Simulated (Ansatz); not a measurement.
Predict the output of the script below (the Python package of Ansatz (0.2.0)).

The script, `libe_transition.py`:
```python
"""Enthalpies of two structures of LiBe under pressure."""

import warnings

import ansatz
import numpy as np
import pandas as pd


def rocksalt(first, second, a):
    return (
        ansatz.Lattice.fcc(a)
        .space_group(225)
        .atom(first, (0, 0, 0))
        .atom(second, (0.5, 0.5, 0.5))
        .primitive()
    )


def cscl(a_site, b_site, a):
    return (
        ansatz.Lattice.cubic(a)
        .space_group(221)
        .atom(a_site, (0, 0, 0))
        .atom(b_site, (0.5, 0.5, 0.5))
    )


def run_phase(name, crystal, pressure=0.0):
    calc = (
        crystal.calculation()
        .functional("r2SCAN")
        .basis(20 * ansatz.Ha)
        .scf(tolerance=1e-08)
        .kpoints(spacing=0.33)
        .occupations("cold", width=0.1)
    )
    calc = calc.relax(force_tolerance=0.02, max_steps=60, cell=True, pressure=pressure)
    return calc.run()


def volume_per_atom(outcome):
    return abs(np.linalg.det(outcome.lattice.cell_ang)) / len(outcome.lattice.sites)


def main() -> None:
    warnings.simplefilter("ignore")

    phases = {}
    phases["rocksalt"] = rocksalt("Li", "Be", 4.57)
    phases["CsCl"] = cscl("Li", "Be", 2.81)

    # H = E + PV, with 1 eV per cubic angstrom equal to 160.2 GPa
    pressures = [0, 20, 40, 60]
    enthalpy, volume = {name: [] for name in phases}, {name: [] for name in phases}
    for p in pressures:
        for name, crystal in phases.items():
            o = run_phase(name, crystal, pressure=p)
            volume[name].append(volume_per_atom(o))
            enthalpy[name].append(o.report["energy_sigma0_ev"] / len(o.lattice.sites) + p * volume[name][-1] / 160.21766)
    gap = np.array(enthalpy["CsCl"]) - np.array(enthalpy["rocksalt"])
    rows = [(p, va, vb, 1000 * d) for p, va, vb, d in zip(pressures, volume["rocksalt"], volume["CsCl"], gap)]
    print(pd.DataFrame(rows, columns=["P (GPa)", "V rocksalt (A^3/atom)", "V CsCl (A^3/atom)", "H(CsCl) - H(rocksalt) (meV/atom)"]).round(4).to_string(index=False))
    crossings = [p0 - g0 * (p1 - p0) / (g1 - g0) for p0, p1, g0, g1 in zip(pressures, pressures[1:], gap, gap[1:]) if g0 * g1 < 0]
    print("crossing near", [round(float(p), 1) for p in crossings], "GPa") if crossings else print("no crossing in this range")


if __name__ == "__main__":
    main()
```

```console
$ python libe_transition.py
 P (GPa)  V rocksalt (A^3/atom)  V CsCl (A^3/atom)  H(CsCl) - H(rocksalt) (meV/atom)
       0                13.2116            11.2171                         -503.3625
      20                 9.0685             8.6601                         -605.4917
      40                 7.7005             7.4975                         -641.5145
      60                 6.8753             6.7649                         -660.4205
no crossing in this range
```

Absolute energies stand on the zero of these potentials, so only differences at equal settings mean something. At a fixed pressure a relaxation lowers the enthalpy F + PV, while F alone can rise. For the metals among these phases the mesh is modest: differences between phases can be off by up to 40 meV an atom. The program warned that this SCF threshold is loose for forces or stresses. Only these two structures are compared, at zero temperature and with their symmetry kept; either may be hypothetical, and another phase may be lower than both. Differences under about 40 meV an atom lie within the error of mesh and functional. The cells are prototypes set up for this calculation and needn't exist. The script silences warnings, which a real study should read. Timing: 53 s on 1 thread of Arm Neoverse V1, on a shared host, peak memory 0.47 GiB.
